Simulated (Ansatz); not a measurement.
# SbSe: the cost of one run

Program: Ansatz 0.2.0 through its Python package. Level of theory: PBE0/def2-TZVP. These are calculated values, not measurements.

### Step 1. Starting point

Bond lengths: Sb1–Se2 2.480 Å.

No structure file is read: the coordinates are typed or built in the script.

### Step 2. Script

The input, sbse.py:

```python
"""How SbSe relaxes after losing an electron."""

import itertools

import ansatz as az
from ase import Atoms
from ase.data import atomic_numbers, covalent_radii
import numpy as np


def main() -> None:
    atoms = Atoms(["Sb", "Se"], positions=[
        [0.0, 0.0, 0.0],
        [0.0, 0.0, 2.48],
    ])
    mol = az.Crystal.molecule_from_ase(atoms)

    job = (
        mol.calculation()
        .basis(gaussian="def2-TZVP")
        .functional("PBE0")
        .spin("collinear", total=1)
    )
    symbols = [site.symbol for site in mol.cartesian_sites]
    start = np.array([site.position_ang for site in mol.cartesian_sites], dtype=float)
    summary = job.relax(force_tolerance=0.01).run(threads=1).report
    end = np.array(summary["positions_ang"])

    minimum = az.Crystal.molecule()
    for symbol, place in zip(symbols, end):
        minimum = minimum.atom(symbol, place.tolist())
    ion = (
        minimum.calculation()
        .basis(gaussian="def2-TZVP")
        .functional("PBE0")
        .charge(1)
    )
    vertical = ion.run(threads=1).report
    settled = ion.relax(force_tolerance=0.01, max_steps=80).run(threads=1).report
    print(f"vertical ionisation energy   {vertical['free_energy_ev'] - summary['free_energy_ev']:.3f} eV")
    print(f"adiabatic, no zero point     {settled['free_energy_ev'] - summary['free_energy_ev']:.3f} eV")
    print(f"relaxation energy of the ion {vertical['free_energy_ev'] - settled['free_energy_ev']:.3f} eV")
    ionised = np.array(settled["positions_ang"])
    # pairs closer than 1.2 times the sum of covalent radii, before or after
    radius = [covalent_radii[atomic_numbers[s]] for s in symbols]
    span = lambda where, i, j: np.linalg.norm(where[i] - where[j])
    bonded = [(i, j) for i, j in itertools.combinations(range(len(symbols)), 2) if min(span(end, i, j), span(ionised, i, j)) < 1.2 * (radius[i] + radius[j])]
    print("pair        before    after (A)")
    for i, j in bonded:
        print(f"{symbols[i]}{i}-{symbols[j]}{j}".ljust(10), f"{span(end, i, j):8.4f} {span(ionised, i, j):8.4f}")


if __name__ == "__main__":
    main()
```

### Step 3. The calls as engine input

The engine receives this input (first run):

```yaml
crystal:
  periodic: [false, false, false]
  atoms:
    - { symbol: Sb, position_ang: [0.0, 0.0, 0.0] }
    - { symbol: Se, position_ang: [0.0, 0.0, 2.48] }
basis:
  gaussian:
    orbitals: def2-TZVP
hamiltonian:
  xc: pbe0
magnetization:
  spin_polarized: true
  initial_magnetization: 1.0
relax:
  f_tol: 0.01
```

### Step 4. Running it

Run with:

```sh
$ python sbse.py
```

What time and memory should one allow on 1 thread of Arm Neoverse N1, shared host?

About 1.8 min, with a peak of 0.35 GiB.
